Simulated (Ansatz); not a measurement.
**AlGaPH+ (doublet): from Hartree-Fock to the top rungs, cc-pVDZ**

One table from this session's results is given with a row withheld; the runs are named, their logs left out.

Computed with Ansatz 0.2.0, Gaussian basis. Level: cc-pVDZ, core rule «outside noble gas», up to 24 orbitals frozen.

The runs, in order: UHF; CCSD(T) on ROHF; CCSD(T) on UHF; BCCD(T) on ROHF; CISD; CCSDT(Q) on ROHF; CCSDT(Q) on UHF; CASSCF and MRCISD+Q, 9 electrons in 9 orbitals; CASSCF and NEVPT2, 9 electrons in 9 orbitals.

23 further runs of the same task are left out: 15 that didn't finish, 8 set aside as unsound or not needed.

### What is computed

The geometry is a PBE0/def2-TZVP stationary point (not a proven minimum) of the parent state, kept for this charge and spin. No spin-orbit coupling is included. The filled d shell of Ga may be among the frozen orbitals whatever the setting's name suggests; the logs give the count.

4 atoms, charge 1, spin multiplicity 2.

Atoms are counted from 1 here; the program's logs count them from 0.

Bond lengths: Ga1–P3 2.369 Å, Al2–P3 2.109 Å, Al2–H4 1.579 Å. Angles: P3–Al2–H4 176.8°, Ga1–P3–Al2 94.6°.

Set-up of the first run:

Contents of in.yaml:

```yaml
crystal:
  periodic: [false, false, false]
  atoms:
    - {symbol: Ga, position_ang: [0.000000, 0.230226, 1.196497]}
    - {symbol: Al, position_ang: [0.000000, 0.578079, -2.081776]}
    - {symbol: P, position_ang: [0.000000, -1.079166, -0.778166]}
    - {symbol: H, position_ang: [0.000000, 1.762314, -3.126240]}
basis:
  gaussian: {orbitals: cc-pVDZ}
total_charge: 1
magnetization: {spin_polarized: true, initial_magnetization: 1}
hamiltonian: {xc: hf}
output: {orbitals: {seedname: orbitals}}
```

On the command line:

```
ansatz run in.yaml --threads 1 --pin off --events-out ev --progress --plain --max-ram 2393MiB
```

Among the steps run: UHF; CCSD(T) on ROHF; CCSD(T) on UHF; BCCD(T) on ROHF; CISD; CCSDT(Q) on ROHF; CCSDT(Q) on UHF; CASSCF and MRCISD+Q, 9 electrons in 9 orbitals; CASSCF and NEVPT2, 9 electrons in 9 orbitals.

One of the session's tables, all rows but one given; the rest of the session is left out.

```
           method  from UCCSDT(Q) (kcal/mol)
             ROHF                    +152.43
              UHF                    +147.35
             RMP2                     +26.71
             UMP2                     +28.72
            RCCSD                      +8.70
            UCCSD                      +8.27
         RCCSD(T)                      +1.59
         UCCSD(T)                      +1.56
          BCCD(T)                      +1.60
           RCCSDT                      +0.79
           UCCSDT                      +0.64
        RCCSDT(Q)                      +0.17
        UCCSDT(Q)                          0
  CASSCF frontier                    +104.23
  NEVPT2 frontier                          ?
  MRCISD frontier                     +11.73
MRCISD+Q frontier                      +2.00
```

Estimate the missing values for NEVPT2 frontier.

The run gave: from UCCSDT(Q) (kcal/mol): +28.66. In the column «from UCCSDT(Q) (kcal/mol)» it lies between RMP2 (+26.71) and UMP2 (+28.72).

Not comparable, so not listed: CISD (they don't share determinant, frozen orbitals or solution with the rows shown, or repeat one).

Caveats from the session: Restricted and unrestricted rows rest on different reference determinants; where their highest levels disagree by more than a few hundredths of an eV, they describe different states and don't form one ladder.
